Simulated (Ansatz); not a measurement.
# MnI2: the cost of one run

Computed with Ansatz 0.2.0 (DFT LDA, scalar-relativistic, plane waves, PAW, unless a step's input says otherwise).

The COD entry's cell or inner coordinates are ideal or old and differ from later refinements, so a difference from it is no clean test against experiment.

2 further runs of the same task are left out: 2 set aside as unsound or not needed.

## (1) The structure to begin with

Symmetry: P-3m1, No. 164, trigonal system. Conventional cell: a = 4.042 Å, b = 4.042 Å, c = 7.222 Å, α = 90.00°, β = 90.00°, γ = 120.00°. Around Mn (site symmetry -3m) lie 6 I at 2.84 Å. I (site symmetry 3m) is surrounded by 3 Mn at 2.84 Å.

Coordinates:

```
Mn I
1.0
     4.04246    0.00000    0.00000
    -2.02123    3.50088    0.00000
     0.00000    0.00000    7.22236
Mn I
1 2
Direct
  0.00000 0.00000 0.00000
  0.33333 0.66667 0.22386
  0.66667 0.33333 0.77614
```

Origin of the cell: volume kept, shape and atoms relaxed. An earlier run on this cell at LDA gave -0.93 GPa at 34.071 Å³/atom (10×10×6 mesh), mesh gap 0.55 eV, moments in the atoms' spheres Mn 4.35; I 0.12 μB.

## (2) Flat spin spiral, q = 0 Γ

input.yaml reads:

```yaml
crystal:
  lattice:
    - [4.0424628262, 0.0, 0.0]
    - [-2.0212314132, 3.5008755013, 0.0]
    - [0.0, 0.0, 7.2223608757]
  atoms:
    - { symbol: Mn, position: [0.0, 0.0, 0.0], spin: 4.78, spin_axis: [1.0, 0.0, 0.0] }
    - { symbol: I, position: [0.3333333333, 0.6666666667, 0.2238621707] }
    - { symbol: I, position: [0.6666666667, 0.3333333333, 0.7761378293] }
basis:
  ecutwfc: 420
  ecutrho_ratio: 4
kpoints:
  mp_grid: { grid: [10, 10, 6] }
hamiltonian:
  xc: lda
scf:
  occupations: { method: gaussian, width: 0.05 }
output:
  forces: true
  stress: false
  eigenvalues: true
  populations: true
magnetization:
  noncollinear: true
  spin_orbit: false
  spin_spiral: { q: [0, 0, 0] }
```

Command:

```sh
$ ansatz run input.yaml --threads 4 --pin off --max-ram 9216MiB --backend cpu --events-out ev --progress --plain --runs-dir out
```

What time and memory should one allow on 4 threads of Intel Xeon Platinum 8375C at 2.90GHz (Ice Lake), shared host?

About 68 s, with a peak of 1.2 GiB.
